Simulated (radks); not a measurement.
# Excited configurations of Pb¹²⁺

The task here is to estimate one member of a computed series from the others.

Method: Dirac Kohn-Sham, BLYP, spin-unpolarised, spherical densities, point nucleus; open shells are shared between the two j in proportion to 2j + 1. Code: radks (a radial shooting solver on a logarithmic mesh, Libxc functionals) version 1.

### What is computed

```
element       : lead (Z = 82)
charge        : +12
electrons     : 70
configuration : [Xe] 4f14 5d2
```

The outer shells:

Pb¹²⁺
```
[Xe] core
4f [↑↓][↑↓][↑↓][↑↓][↑↓][↑↓][↑↓]
5d [↑ ][↑ ][  ][  ][  ]
```

Set-up of the first run:

Input:

```text
Z 82
configuration [Xe] 4f14 5d2
relativity Dirac
functional b88,lyp
spin unpolarised
j_filling average
nucleus point
c 137.035999084
```

Steps of the session up to this table: Ground configuration: [Xe] 4f14 5d2.

One of the session's tables, all rows but one given; the rest of the session is left out.

It belongs to the step «Ground configuration: [Xe] 4f14 5d2». Sizes of the orbitals, from the radial functions (bohr):

```
level     <r>  outermost maximum (interpolated)  90 % within  nodes
4d5/2  0.4341                             0.392        0.646      1
4f5/2       ?                                 ?            ?      ?
5s1/2  0.8230                             0.778         1.16      4
4f7/2  0.4507                             0.351        0.712      0
5p1/2  0.8642                             0.809         1.23      3
5p3/2  0.9323                             0.876         1.32      3
5d3/2   1.048                             0.967         1.51      2
5d5/2   1.069                             0.988         1.53      2
```

Estimate the missing values for 4f5/2.

The run gave: <r>: 0.4449; outermost maximum (interpolated): 0.346; 90 % within: 0.703; nodes: 0. In the column «<r>» it lies between 4d5/2 (0.4341) and 4f7/2 (0.4507).

Caveats from the session: Spin polarisation and multiplet splitting are left out, so open shells lie too high by an amount that depends on their filling.
